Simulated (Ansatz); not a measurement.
# CH6BIn (SMILES [BH2][InH][CH3]): single points off equilibrium

One table from this session's results is given with a row withheld; the runs are named, their logs left out.

Computed with Ansatz 0.2.0, Gaussian basis. Level: single points in def2-TZVPP.

Filled d shells of the heavier atoms are correlated. Core potentials replace the inner electrons past krypton, and spin-orbit coupling is left out.

1 further run of the same task is left out (it didn't finish).

## Starting geometry

9 atoms, charge 0, spin multiplicity 1.

Atoms are counted from 1 here; the program's logs count them from 0.

Bond lengths: B1–In2 2.393 Å, B1–H4 1.292 Å, B1–H5 1.180 Å, In2–C3 2.420 Å, In2–H6 1.856 Å, C3–H7 1.118 Å, C3–H8 1.188 Å, C3–H9 1.126 Å. Angles: In2–B1–H4 118.2°, In2–B1–H5 119.3°, H4–B1–H5 122.4°, B1–In2–C3 126.4°, B1–In2–H6 121.2°, C3–In2–H6 112.4°, In2–C3–H7 111.0°, In2–C3–H8 110.3°, In2–C3–H9 110.0°, H7–C3–H8 108.2°, H7–C3–H9 110.7°, H8–C3–H9 106.6°.

Geometry (Å):

```xyz
9

B    -2.1185    0.5191   -1.0225
In   -0.3744    0.3928    0.6115
C     1.8033   -0.6190    0.3118
H    -2.9284   -0.4824   -1.1298
H    -2.1761    1.4587   -1.7345
H    -0.5803    1.1431    2.2963
H     2.6141    0.0638    0.6686
H     1.9945   -0.8524   -0.8369
H     1.8474   -1.6056    0.8525
```

The first run:

The input, run/in.yaml:

```yaml
crystal:
  periodic: [false, false, false]
  atoms:
    - {symbol: B, position_ang: [-2.118500, 0.519100, -1.022500]}
    - {symbol: In, position_ang: [-0.374400, 0.392800, 0.611500]}
    - {symbol: C, position_ang: [1.803300, -0.619000, 0.311800]}
    - {symbol: H, position_ang: [-2.928400, -0.482400, -1.129800]}
    - {symbol: H, position_ang: [-2.176100, 1.458700, -1.734500]}
    - {symbol: H, position_ang: [-0.580300, 1.143100, 2.296300]}
    - {symbol: H, position_ang: [2.614100, 0.063800, 0.668600]}
    - {symbol: H, position_ang: [1.994500, -0.852400, -0.836900]}
    - {symbol: H, position_ang: [1.847400, -1.605600, 0.852500]}
basis:
  gaussian: {orbitals: def2-TZVPP}
hamiltonian: {xc: pbe0, dispersion: d4}
output: {forces: true, orbitals: {seedname: orbitals}}
```

The command line of these runs was not kept.

Among the steps run: PBE0-D4/def2-TZVPP; wB97M-V/def2-TZVPP; r2SCAN-D4/def2-TZVPP; PBE-D4/def2-TZVPP; r2SCANh-D4/def2-TZVPP; r2SCAN0-D4/def2-TZVPP.

One table of the session follows, with a row left open; its other results are not shown here.

| method | RMS force component (eV/Å) | dipole (D) |
| --- | --- | --- |
| PBE0-D4 | 0.874 | 1.00 |
| wB97M-V | 0.899 | 1.08 |
| r2SCAN-D4 | 0.861 | 0.95 |
| PBE-D4 | ? | ? |
| r2SCANh-D4 | 0.884 | 1.00 |
| r2SCAN0-D4 | 0.917 | 1.06 |

Q: Estimate the row for PBE-D4 from the others.

As computed: RMS force component (eV/Å): 0.796; dipole (D): 0.83. In the column «RMS force component (eV/Å)» it is the lowest.
